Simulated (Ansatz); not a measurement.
# CH₈Ge₂: up Jacob's ladder to CCSD(T)

One table from this session's results is given with a row withheld; the runs are named, their logs left out.

The runs use Ansatz 0.2.0, Gaussian basis; functionals in def2-TZVPP, the program's frozen cores in correlated methods.

Levels to be run: LDA (SPW92), PBE-D4, revPBE-D4, BLYP-D4, r2SCAN-D4, B97M-V, PBE0-D4, B3LYP-D4, r2SCANh-D4, r2SCAN0-D4, HSE06-D4, BHLYP-D4, CAM-B3LYP-D4, LC-ωPBE, ωB97X-V, ωB97M-V, B2PLYP, PBE-QIDH; CCSD(T)/def2-SVP; CCSD(T)/def2-TZVPP; MP2/def2-QZVPP; extrapolation to the limit; RPA on PBE.

**Structure used throughout**

An earlier PBE0-D4 in a triple-zeta def2 set relaxation fixed the geometry.

11 atoms, charge 0, spin multiplicity 1.

Atoms are counted from 1 here; the program's logs count them from 0.

Bond lengths: C1–Ge2 1.958 Å, C1–H4 1.091 Å, C1–H5 1.091 Å, C1–H6 1.091 Å, Ge2–Ge3 2.424 Å, Ge2–H7 1.542 Å, Ge2–H8 1.542 Å, Ge3–H9 1.539 Å, Ge3–H10 1.539 Å, Ge3–H11 1.538 Å. Angles: Ge2–C1–H4 110.2°, Ge2–C1–H5 110.2°, Ge2–C1–H6 110.2°, H4–C1–H5 108.7°, H4–C1–H6 108.7°, H5–C1–H6 108.7°, C1–Ge2–Ge3 110.9°, C1–Ge2–H7 109.8°, C1–Ge2–H8 109.8°, Ge3–Ge2–H7 109.3°, Ge3–Ge2–H8 109.3°, H7–Ge2–H8 107.7°, Ge2–Ge3–H9 110.4°, Ge2–Ge3–H10 110.4°, Ge2–Ge3–H11 111.4°, H9–Ge3–H10 107.9°, H9–Ge3–H11 108.2°, H10–Ge3–H11 108.2°.

Set-up of the first run:

Contents of in.yaml:

```yaml
crystal:
  periodic: [false, false, false]
  atoms:
    - {symbol: C, position_ang: [-1.138395, 1.289966, -0.516079]}
    - {symbol: Ge, position_ang: [-0.370369, -0.506333, -0.645333]}
    - {symbol: Ge, position_ang: [1.378162, -0.818128, 1.003803]}
    - {symbol: H, position_ang: [-0.367893, 2.042413, -0.687501]}
    - {symbol: H, position_ang: [-1.566682, 1.446351, 0.474558]}
    - {symbol: H, position_ang: [-1.924337, 1.417152, -1.261559]}
    - {symbol: H, position_ang: [0.214831, -0.724926, -2.054970]}
    - {symbol: H, position_ang: [-1.471402, -1.563123, -0.425681]}
    - {symbol: H, position_ang: [0.817811, -0.623131, 2.424252]}
    - {symbol: H, position_ang: [2.504744, 0.209520, 0.793045]}
    - {symbol: H, position_ang: [1.988731, -2.226862, 0.916167]}
basis:
  gaussian: {orbitals: def2-TZVPP}
hamiltonian: {xc: lda}
output: {orbitals: {seedname: orbitals}}
```

Steps of the session up to this table: LDA; PBE-D4 (GGA); revPBE-D4 (GGA); BLYP-D4 (GGA); r2SCAN-D4 (meta-GGA); B97M-V (meta-GGA); PBE0-D4 (hybrid); B3LYP-D4 (hybrid); r2SCANh-D4 (hybrid); r2SCAN0-D4 (hybrid); HSE06-D4 (hybrid); BHLYP-D4 (hybrid); CAM-B3LYP-D4 (range-separated); LC-ωPBE (range-separated); ωB97X-V (range-separated); ωB97M-V (range-separated); B2PLYP (double hybrid); PBE-QIDH (double hybrid).

One table of the session follows, with a row left open; its other results are not shown here.

It belongs to the step «Frontier levels by functional». 

| functional | HOMO (eV) | LUMO (eV) | gap (eV) |
| --- | --- | --- | --- |
| LDA (SPW92) | -6.91 | -0.55 | 6.36 |
| PBE-D4 | -6.80 | -0.35 | 6.46 |
| revPBE-D4 | -6.76 | -0.25 | 6.51 |
| BLYP-D4 | -6.66 | -0.28 | 6.37 |
| r2SCAN-D4 | -7.07 | 0.01 | 7.08 |
| B97M-V | -7.16 | -0.25 | 6.92 |
| PBE0-D4 | -7.88 | 0.43 | 8.31 |
| B3LYP-D4 | -7.68 | 0.18 | 7.86 |
| r2SCANh-D4 | -7.46 | 0.27 | 7.73 |
| r2SCAN0-D4 | -8.05 | 0.65 | 8.70 |
| HSE06-D4 | -7.49 | 0.06 | 7.55 |
| BHLYP-D4 | -8.84 | 1.16 | 10.00 |
| CAM-B3LYP-D4 | -9.11 | 1.33 | 10.44 |
| LC-ωPBE | -10.41 | 2.51 | 12.92 |
| ωB97X-V | ? | ? | ? |
| ωB97M-V | -9.91 | 2.03 | 11.94 |

**Question.** Estimate the row for ωB97X-V.

**Answer.** HOMO (eV): -10.09; LUMO (eV): 2.33; gap (eV): 12.42. In the column «HOMO (eV)» it lies between LC-ωPBE (-10.41) and ωB97M-V (-9.91).
